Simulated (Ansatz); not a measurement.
The system is Sr4SO3.

```xyz
8
Lattice="5.4855 0.0000 0.0000 0.0000 5.4855 0.0000 0.0000 0.0000 5.4855" Properties=species:S:1:pos:R:3 pbc="T T T"
Sr    0.0000    2.7428    2.7428
Sr    2.7428    0.0000    2.7428
Sr    2.7428    2.7428    0.0000
Sr    0.0000    0.0000    0.0000
S     2.7428    2.7428    2.7428
O     0.0000    0.0000    2.7428
O     0.0000    2.7428    0.0000
O     2.7428    0.0000    0.0000
```

The cell comes from a database or a generator and needn't be the stable form of this composition.

| Property | Result |
| --- | --- |
| Program | Ansatz 0.2.0 |
| Task | single point |
| Functional | PBE |
| Potentials or basis | Ansatz PAW |
| Cutoff | 420 eV (not typed: the program's choice for these potentials) |
| k mesh | 5 × 5 × 5 |
| Occupations | fermi-dirac, width 0.05 eV |
| Spin | no spin polarisation |

On this cell: pressure -0.2 GPa; largest force zero by symmetry; band gap on the k mesh 2.71 eV, direct.

The same run follows on a disturbed copy (atoms moved at random, drawn with an rms of 0.05 Å):

```
Sr S O
1.0
     5.48553    0.00000    0.00000
     0.00000    5.48553    0.00000
     0.00000    0.00000    5.48553
Sr S O
4 1 3
Direct
  0.99676 0.49787 0.49321
  0.50454 0.99359 0.50470
  0.51294 0.49744 0.00119
  0.98705 0.99281 0.99353
  0.49898 0.49727 0.49700
  0.99452 0.99241 0.50330
  0.00743 0.50449 0.98583
  0.50555 0.99340 0.00640
```

**Question.** What changes?

**Answer.** The energy moves by +5.9 meV/atom; pressure 0.0 GPa; largest force 0.413 eV/Å; band gap on the k mesh 2.71 eV, direct.

Forces in eV/Å, atoms in the order of the input:
```
Sr   0.379  0.011  0.149
Sr  -0.148  0.225 -0.092
Sr  -0.305  0.005 -0.279
Sr   0.362 -0.017  0.023
S   -0.112 -0.215  0.176
O   -0.095  0.028 -0.021
O   -0.248 -0.061  0.137
O    0.166  0.023 -0.093
```

Stress tensor (GPa, compression positive):
```
 0.03  0.03  0.05
 0.03 -0.03 -0.01
 0.05 -0.01 -0.07
```

Caveats: odd divisions of the mesh miss points on the zone boundary, where band edges often lie, so the gap on the mesh can be too wide.

A k mesh can miss the band edges.
